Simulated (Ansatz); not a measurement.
# Si2Sn: the cost of one run

Program: Ansatz 0.2.0. PAW datasets, plane waves, zero pressure. Computed, not measured; no magnetism was allowed, and the structure may never have been made.

## 1. The cell

This is the cell as the run starts from it, not yet at rest; its lengths are not the crystal's.

It is trigonal, P3m1 (No. 156); conventional cell a = 3.930 Å, c = 9.627 Å, 21.46 Å³ an atom. Si has 3 Si at 2.41 Å and 1 Sn at 2.41 Å; Si has 3 Sn at 2.41 Å and 1 Si at 2.41 Å; Si has 4 Sn at 2.41 Å; Si has 4 Si at 2.41 Å; Sn has 4 Si at 2.41 Å.

Structure file:

```
CELL_PARAMETERS angstrom
3.93007 0.00000 0.00000
-1.96504 3.40354 0.00000
0.00000 0.00000 9.62667
ATOMIC_POSITIONS crystal
Si 0.00000 0.00000 0.00000
Si 0.66667 0.33333 0.66667
Si 0.33333 0.66667 0.33333
Si 0.66667 0.33333 0.91667
Sn 0.33333 0.66667 0.58333
Sn 0.00000 0.00000 0.25000
```

## 2. Relaxing with PBE

input.yaml

```yaml
crystal:
  lattice:
    - [3.9300702095, 0.0, 0.0]
    - [-1.9650351048, 3.4035406401, 0.0]
    - [0.0, 0.0, 9.6266666667]
  atoms:
    - { symbol: Si, position: [0.0, 0.0, 0.0] }
    - { symbol: Si, position: [0.6666666667, 0.3333333333, 0.6666666667] }
    - { symbol: Si, position: [0.3333333333, 0.6666666667, 0.3333333333] }
    - { symbol: Si, position: [0.6666666667, 0.3333333333, 0.9166666667] }
    - { symbol: Sn, position: [0.3333333333, 0.6666666667, 0.5833333333] }
    - { symbol: Sn, position: [0.0, 0.0, 0.25] }
kpoints:
  mp_grid: { grid: [12, 12, 4] }
hamiltonian:
  xc: pbe
scf:
  occupations: { method: fermi_dirac, width: 0.02 }
relax:
  f_tol: 0.005
  cell: {}
output:
  write_density: true
  write_potential: true
  elf: true
  volumetric_format: npy
```

Run with:

```sh
$ ansatz run input.yaml --threads 4 --pin off --max-ram 6451MiB --backend cpu --events-out ev --progress --plain --runs-dir out
```

What time and memory should one allow on 4 threads of AMD EPYC 9R45 (Zen 5), shared host?

About 15 s, with a peak of 0.65 GiB.
